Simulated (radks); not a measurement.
# Yb²²⁺ in [Kr] 4d10 4f1.75 5d0.25: an all-electron calculation

What are the levels of the ytterbium ion Yb22+, how large are its shells, and how does its energy divide?

The numbers are computed with radks (a radial shooting solver on a logarithmic mesh, Libxc functionals) version 1 (Dirac Kohn-Sham, PBEsol, spin-unpolarised, spherical densities, point nucleus; open shells are shared between the two j in proportion to 2j + 1), except any that are marked as measured or tabulated.

## (1) What is computed

```
element       : ytterbium (Z = 70)
charge        : +22
electrons     : 48
configuration : [Kr] 4d10 4f1.75 5d0.25
```

## (2) The run

The run's settings:

```text
Z 70
configuration [Kr] 4d10 4f1.75 5d0.25 5s0 5p0 5f0 6d0
relativity Dirac
functional pbe_sol,pbe_sol
spin unpolarised
j_filling average
nucleus point
c 137.035999084
```

Q: Predict the outcome of this run.

As calculated:

```
                        quantity                   value
                    total energy     -13876.9176 hartree
exchange-correlation share of it                  1.91 %
                            −T/E                  1.1128
          highest occupied level       5d5/2, -409.41 eV
    most extended occupied level  5d5/2, <r> = 1.01 bohr
 radius at density 0.001 e/bohr³               1.68 bohr
    maxima of the radial density                       4
```

The radial density shows 4 maxima for 5 occupied principal shells; where shells overlap, one shows as a shoulder or not at all. Relativity lifts −T/E to 1.113. This is not the tabulated ground configuration, so its levels and sizes aren't those of the ground state, and no measured value stands beside it.
